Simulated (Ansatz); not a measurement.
# SiSe (P-6m2) in Ansatz: reference runs

Reference runs on SiSe: the cell as given and a disturbed copy.

All numbers are computed with Ansatz 0.2.0; they aren't measurements. Logs are shortened: lines on timing, memory, paths and dates and some standing lists are left out, and cuts for length are marked.

### Step 1. Starting point

Symmetry: P-6m2, No. 187, hexagonal system. Conventional cell: a = 3.595 Å, b = 3.595 Å, c = 3.599 Å, α = 90.00°, β = 90.00°, γ = 120.00°. Si (site symmetry -6m2) is surrounded by 6 Se at 2.75 Å. Se (site symmetry -6m2) is surrounded by 6 Si at 2.75 Å.

The cell was built by a generator and needn't be a form met in nature.

### Step 2. Single point, PBE

File input.yaml:

```yaml
crystal:
  lattice:
    - [3.5952, 0.0, 0.0]
    - [-1.7976, 3.11353, 0.0]
    - [0.0, 0.0, 3.59873]
  atoms:
    - { symbol: Si, position: [0.66667, 0.33333, 0.5] }
    - { symbol: Se, position: [0.0, 0.0, 0.0] }
hamiltonian:
  xc: pbe
  pseudopotentials: { kind: paw }
kpoints:
  mp_grid: { grid: [9, 9, 7] }
scf:
  occupations: { method: fermi_dirac, width: 0.05 }
output:
  forces: true
  stress: true
  eigenvalues: true
  write_density: true
  write_potential: true
  elf: true
  volumetric_format: npy
```

Potentials or basis: Ansatz PAW.

Launch:

```sh
ansatz run input.yaml --threads 2 --pin off --max-ram 5632MiB --backend cpu --events-out ev --progress --plain --runs-dir out
```

The log of the run:

```text
Warning: the atoms were moved onto the symmetric positions of the space group found under crystal.symmetry.tolerance 1.0e-5 (fractional; no operation is sought that the atoms, as they stand in a round, miss by more than twice it, and no atom is moved by as much as it), and the run uses the moved positions. Before a round's move an operation carried an atom to 1.80e-5 Å from where it should land, the largest such distance. Atom 0 (counting from 0) moved farthest, by 2.08e-5 Å; the longest move in fractions of the cell, of whichever atom, is 0.47 of the tolerance, in 1 round. To run the atoms as typed, lower crystal.symmetry.tolerance until the operations that they miss are no longer found, or set crystal.symmetry.detect: false (a key that needs symmetry detection or time reversal refuses this as the deck is read). The positions used, in the order of the run's atom list: position: [0.6666666666666667, 0.3333333333333333, 0.5]; position: [5.5510939473021013e-17, -1.8503646491007004e-17, 0.0]; The lattice was moved too: crystal.lattice keeps the space group found at crystal.symmetry.tolerance 1.0e-5 only nearly: the operation that it misses by the most changes a squared length by the fraction 2.52e-6. The run uses the lattice that is a stretch of the typed one, with no rotation, onto the one that keeps every operation to a double's rounding (on a very oblique basis the stretch itself rounds by more); the deck's lattice vector that moved farthest moved by 2.62e-6 Å. To run the lattice as typed, set crystal.symmetry.tolerance under 2.52e-6, the least fraction by which an operation that the lattice misses changes a squared length (the same key also sets how far an atom may lie from its image, so lowering it can lose operations that the atoms keep only within it), or set crystal.symmetry.detect: false, as for the atoms. crystal.lattice made exact, in Å and degrees: [[3.5951973836309277, 0.0, 0.0], [-1.7975986918154638, 3.1135322658437317, 0.0], [0.0, 0.0, 3.59873]]. Pasted over the deck's crystal.lattice, beside positions in fractional coordinates, it runs the same cell (given as lengths and angles, that cell in the form's own orientation, a rigid turn of the misfit's size from the one run here, for which a checkpoint.post_process_only pass over this run's state can be refused: where this run relaxes nothing, give such a pass this deck's own crystal.lattice, as typed; behind a relaxation, as crystal.lattice, the state's own cell, identity.cell in its checkpoint.json), and a matrix so pasted ends this notice, except on a very skew basis of the lattice, where the rounding of the pasted numbers themselves can read as a misfit: the cell is then moved again, and that move is told again. The lattice as run is in this notice's lattice.as_run_ang field (Run.prep()["deck_notices"] in Python, the deck_notice line of an events file, deck_notices of ansatz run --dry-run=json, or deck_notices in record.json in the deck's checkpoint.write directory).
Warning: RAYON_NUM_THREADS=2 ignored (pool sized by the plan → 2); use --threads N
Engine: ansatz 0.2.0, x86_64-unknown-linux-gnu
Pseudopotentials: kind: paw
Pseudopotential: Si, paw, valence charge 4, recommended cutoff 420 eV (normal), Si.paw.azcp
Pseudopotential: Se, paw, valence charge 16, recommended cutoff 420 eV (normal), Se.paw.azcp
Functional definition: PBE
  parameter kappa = 0.804
  parameter beta = 0.06672455060314922
  exchange = pbe_x(kappa = kappa, mu = beta*pi^2/3)
  correlation = pbe_c(beta = beta)
Crystal: 2 atoms, lattice volume = 40.283 Å³
Basis set: ecut = 420 eV, 769 PW (Γ), exchange–correlation on 50×50×50 points (8 copies of the dense FFT grid, shifted against one another)
Bands: 14, of which v1, the nominal top of the filled ones, is band 10 counted from 1 (9 counted from 0)
Symmetry: 12 space group operations
Space group: P-6m2 (ITA 187), of the structure as read, at distance tolerance 3.4e-5 Å
k-points: 48 of 567 (time reversal used)
Non-local potential: Si, projectors of the file, l = 0: 2, l = 1: 2, l = 2: 2
Non-local potential: Se, projectors of the file, l = 0: 2, l = 1: 2, l = 2: 3, l = 3: 1
PAW form: soft (Blöchl's): semilocal exchange-correlation on the pseudo side does not see the compensation charge
PAW one-centre angular grid: Si, 110 points (default); XC on 64 Gauss nodes
PAW one-centre angular grid: Se, 590 points (default); XC on 64 Gauss nodes
Initial density: superposition of atomic densities (neutral atoms: chi_scale 0, normalization atom), corrected by the library's trained network
Initial wavefunctions: pseudopotential atomic-orbital guess
Functional: x = pbe(κ = 0.804, μ = 0.2195149727645171), c = pbe(β = 0.06672455060314922)
SCF iter   1: F=—  HF=-6104.371741 eV  |F-HF|=—  |Δ(HF+E_count)|=         —  Δρ=2.57e-3  dr2=1.30e-3  ethr=1.77e-3  ⟨swp⟩=5.6  Hψ=3848  notcnv=0
preconditioner: auto → none  [metal: Δε(μ)=0.083 eV  Ē_g=10.111 eV  σ=0.050 eV  W_gap=0.39  n_scr=8 (ndim 8)  ℏωp=18.5 eV  f_vac=0.000  D(μ)=0.96/eV (n_scr^D=8)  sad-step TF]
SCF iter   2: F=—  HF=-6104.372464 eV  |F-HF|=—  |Δ(HF+E_count)|=   7.23e-4  Δρ=1.57e-3  dr2=4.96e-4  ethr=6.49e-6  ⟨swp⟩=2.0  Hψ=1142  notcnv=0
SCF iter   3: F=—  HF=-6104.373254 eV  |F-HF|=—  |Δ(HF+E_count)|=   7.89e-4  Δρ=2.84e-4  dr2=4.59e-5  ethr=2.48e-6  ⟨swp⟩=2.2  Hψ=973  notcnv=0
SCF iter   4: F=—  HF=-6104.373213 eV  |F-HF|=—  |Δ(HF+E_count)|=   4.05e-5  Δρ=1.04e-4  dr2=6.26e-6  ethr=2.30e-7  ⟨swp⟩=2.0  Hψ=1148  notcnv=0
SCF iter   5: F=—  HF=-6104.373213 eV  |F-HF|=—  |Δ(HF+E_count)|=   1.03e-7  Δρ=1.92e-5  dr2=1.11e-7  ethr=3.13e-8  ⟨swp⟩=2.0  Hψ=916  notcnv=0
SCF iter   6: F=-6104.373213 eV  HF=-6104.373213 eV  |F-HF|=8.50e-9  |Δ(HF+E_count)|=   4.64e-8  Δρ=6.08e-6  dr2=1.31e-8  ethr=5.00e-10  ⟨swp⟩=8.8  Hψ=4636  notcnv=0
SCF 1 converged in 6 iterations: F = -6104.373213 eV  dr2 = 1.31e-8
  Residual-converged pass: ⟨swp⟩=1.0  Hψ=864  notcnv=0  max |occ|·‖R‖ = 7.0e-9 eV (tolerance 1.0e-8 eV)  dr2=1.31e-8  dr2_onsite=4.35e-9  max |Δocc| = 3.7e-11
SCF converged after 6 iterations
Free energy (F): -6104.373213 eV
Harris-Foulkes:  -6104.373213 eV  (|F-HF|=8.50e-9)
Internal energy: -6104.365393 eV  (E = F + TS)
E sigma→0 (E₀):  -6104.369303 eV
Entropy (-TS):   -0.007821 eV (-3.910 meV/atom)
Fermi energy:    9.280342 eV
--- Per-component energies (eV) ---
  E_band       = -359.175597
  E_kinetic    = 155.534521
  E_local      = -2550.635067  (includes V_loc(G=0)·N_el)
  E_nonlocal   = -568.636107
  E_hartree    = 1266.168288
  E_xc         = -158.924816
  E_vxc        = -144.201826  (∫ρ·V_xc dr)
  E_paw        = -2423.484046  (= ΣΔE_a)
  E_vpaw       = 216.422067  (= ΣTr[D̂ρ^β])
  E_aug_tail   = -0.000605  (compensation charges beyond the density's cutoff)
  E_ewald      = -1824.387560
  E_smearing   = -0.007821  (= −TS)
  E_closure    = 0.000000  (closes the sum)
  Σ components = -6104.373213   (vs F -6104.373213, Δ=0.00e0)
--- Forces (eV/Å), atoms counted from 1 ---
  atom   1  Si    -0.00000000     0.00000000     0.00000000
  atom   2  Se    -0.00000000     0.00000000     0.00000000
  max |Σ_I F_I| component: 1.20e-16 eV/Å
--- Stress (GPa, compression-positive) ---
        0.098581      -0.000000       0.000000
        0.000000       0.098581       0.000000
        0.000000       0.000000       0.877248
  P = ⅓ Tr σ = 0.3581 GPa (3.581 kbar)
--- Band table (eV; the first three rows and the last of 48) ---
  k-point 0: bands = ["-39.0251", "-39.0139", "-39.0139", "-38.9866", "-38.9866", "-6.0457", "4.4827", "5.5239", "7.4291", "7.4291", "12.0820", "12.0820", "12.7034", "15.9439"]
  k-point 1: bands = ["-39.0249", "-39.0140", "-39.0140", "-38.9866", "-38.9866", "-5.8794", "2.7199", "7.1409", "7.5822", "7.5822", "12.1501", "12.1501", "13.3971", "15.3497"]
  k-point 2: bands = ["-39.0243", "-39.0141", "-39.0141", "-38.9866", "-38.9866", "-5.4327", "0.7904", "7.9870", "7.9870", "8.7809", "12.1954", "12.1954", "13.3965", "16.0717"]
  k-point 47: bands = ["-39.0231", "-39.0146", "-39.0145", "-38.9859", "-38.9858", "-3.5632", "2.5855", "3.4245", "4.1655", "5.0211", "7.5485", "14.9490", "15.5086", "18.6219"]
```

Wall time 4.6 s (2 threads of Intel Xeon at 2.50GHz (Skylake/Cascade Lake), shared host); peak memory 0.36 GiB.

What came out:

```yaml
Free_energy: -6104.3732 eV
Pressure: 0.4 GPa
Band_gap_on_the_k_mesh: none (metal or under the smearing width)
```

### Step 3. Single point, PBE (atoms moved at random, drawn with an rms of 0.05 Å)

File input.yaml:

```yaml
crystal:
  lattice:
    - [3.5952, 0.0, 0.0]
    - [-1.7976, 3.11353, 0.0]
    - [0.0, 0.0, 3.59873]
  atoms:
    - { symbol: Si, position: [0.660904, 0.339197, 0.498079] }
    - { symbol: Se, position: [0.004859, -0.002715, 0.000169] }
hamiltonian:
  xc: pbe
  pseudopotentials: { kind: paw }
kpoints:
  mp_grid: { grid: [9, 9, 7] }
scf:
  occupations: { method: fermi_dirac, width: 0.05 }
output:
  forces: true
  stress: true
  eigenvalues: true
```

Potentials or basis: Ansatz PAW.

Launch:

```sh
ansatz run input.yaml --threads 2 --pin off --max-ram 5632MiB --backend cpu --events-out ev --progress --plain --runs-dir out
```

Wall time 15 s (2 threads of Intel Xeon at 2.50GHz (Skylake/Cascade Lake), shared host); peak memory 0.49 GiB.

The run converged. Its results:

```yaml
Free_energy: -6104.3711 eV
Pressure: 0.4 GPa
Largest_force: 0.080 eV/Å
Band_gap_on_the_k_mesh: none (metal or under the smearing width)
```

Forces on the atoms (eV/Å):
```
Si   0.067 -0.035 -0.025
Se  -0.067  0.035  0.025
```

Stress tensor (GPa, compression positive):
```
 0.11  0.05  0.03
 0.05  0.17 -0.01
 0.03 -0.01  0.93
```

Levels at points of the mesh, in eV from the Fermi level:
```
           k point  band 7  band 8  band 9  band 10  band 11  band 12  band 13  band 14
(0.00, 0.00, 0.00)   -4.80   -3.76   -1.98    -1.72     2.61     3.00     3.42     6.67
```
